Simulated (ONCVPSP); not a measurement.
# Pseudopotential generation for Cu: ONCV, LDA (Perdew-Wang 92)

Task: generate the file, and judge it by its errors in other configurations, its logarithmic derivatives, its ghosts and its cutoff.

Method: ONCVPSP 4.0.1.1 (patched build), LDA (Perdew-Wang 92), scalar-relativistic.

## (1) Starting point

The settings as typed:

| Property | Result |
| --- | --- |
| element | copper (Cu, Z = 29) |
| type | optimised norm-conserving Vanderbilt (ONCV) |
| frozen core | [Ar] |
| valence charge | 11 |
| reference configuration | 3d10 4s1 |
| partial waves | 4s: rc 2.40 bohr, ncon 5, nbas 10, qcut 3.4 1/bohr, 1 projector; p scattering state at 0.18 Ha: rc 1.95 bohr, ncon 4, nbas 8, qcut 3.5 1/bohr, 2 projectors, debl 2.2 Ha; 3d: rc 0.90 bohr, ncon 4, nbas 8, qcut 18.1 1/bohr, 2 projectors, debl 1.1 Ha |
| local potential | polynomial inside 0.70 bohr (lpopt 2, dvloc0 2 Ha) |
| core correction | Teter function, fcfact 4.25, rcfact 1.45 |

The outer shells as boxes (Hund's rule for the drawing; the calculation is spin-unpolarised):

```
[Ar] core
3d [↑↓][↑↓][↑↓][↑↓][↑↓]
4s [↑ ]
```

The nodes and maxima of the atom's own shells, from an earlier all-electron run, set the scale for the radii.

All-electron outer shells of the reference configuration (LDA (PZ), scalar-relativistic, ld1.x):

| shell | level (eV) | outermost node (bohr) | outermost maximum (bohr) |
| --- | --- | --- | --- |
| 3p | -72.03 | 0.26 | 0.62 |
| 3d | -5.32 | – | 0.60 |
| 4s | -4.87 | 0.89 | 2.24 |
| 4p | -0.79 | 0.98 | 3.52 |

## (2) Generation

File Cu.dat:

```
# ATOM AND REFERENCE CONFIGURATION
# atsym  z   nc   nv     iexc    psfile
  Cu 29.00    5    2  -001012      upf
#
#   n    l    f
    1    0    2.00
    2    0    2.00
    2    1    6.00
    3    0    2.00
    3    1    6.00
    3    2   10.00
    4    0    1.00
#
# PSEUDOPOTENTIAL AND OPTIMIZATION
# lmax
    2
#
#   l,   rc,      ep,       ncon, nbas, qcut
    0    2.40    0.00    5   10    3.40
    1    1.95    0.18    4    8    3.50
    2    0.90    0.00    4    8   18.10
#
# LOCAL POTENTIAL
# lloc, lpopt,  rc(5),   dvloc0
    4    2    0.70    2.00
#
# VANDERBILT-KLEINMAN-BYLANDER PROJECTORs
# l, nproj, debl
    0    1    3.00
    1    2    2.20
    2    2    1.10
#
# MODEL CORE CHARGE
# icmod, fcfact, rcfact
    3    4.25    1.45
#
# LOG DERIVATIVE ANALYSIS
# epsh1, epsh2, depsh
   -2.00    5.00    0.02
#
# OUTPUT GRID
# rlmax, drl
    6.00    0.01
#
# TEST CONFIGURATIONS
# ncnf
    4
# nvcnf
#   n    l    f
    2
    3    2   10.00
    4    0    0.00
#
    2
    3    2    9.00
    4    0    0.00
#
    2
    3    2    8.00
    4    0    0.00
#
    2
    3    2    9.00
    4    0    1.00
#
```

Started as:

```
$ oncvpsp.x < Cu.dat > Cu.out
```

**Question.** What will these runs give? Wanted: cutoffs for 1 and 0.1 mHa per electron, occupied waves; bound ghosts; GHOST(+) flags; largest test error; largest phase difference near zero energy, channels read; rms error of d²Exc/dn², without and with the model core.

As calculated:

```
                                                quantity                                   value
  cutoffs for 1 and 0.1 mHa per electron, occupied waves                       121 Ha and 138 Ha
                                            bound ghosts                         s at -112.27 eV
                                          GHOST(+) flags                              p at 83 eV
                            largest test error (AE − PS)  -50 meV, for 3d9 4s1 (1 test unsolved)
largest phase difference near zero energy, channels read                               0.005 rad
 rms error of d²Exc/dn², without and with the model core                       8.44 and 2.58 mHa
```

**Reading.** A bound ghost (s) makes it unfit for use: electrons can fall into a state that the atom doesn't have. Close by lies the frozen 3s level (-114.2 eV). By total energies transferability is fair where solved: the largest error is 50 meV on 11.9 eV, for 3d9 4s1. Of the tests 1 gave no usable energy difference, which is a warning in itself. The potential is very hard: the looser tolerance needs 121 Ha. At the looser tolerance the 3d wave is the slowest; 4s needs 5 Ha. Near zero energy the phases of the channels with partial waves agree within 0.005 rad. The program also flags highly localised states, GHOST(+) (p). All of this concerns the isolated atom, not yet a solid.
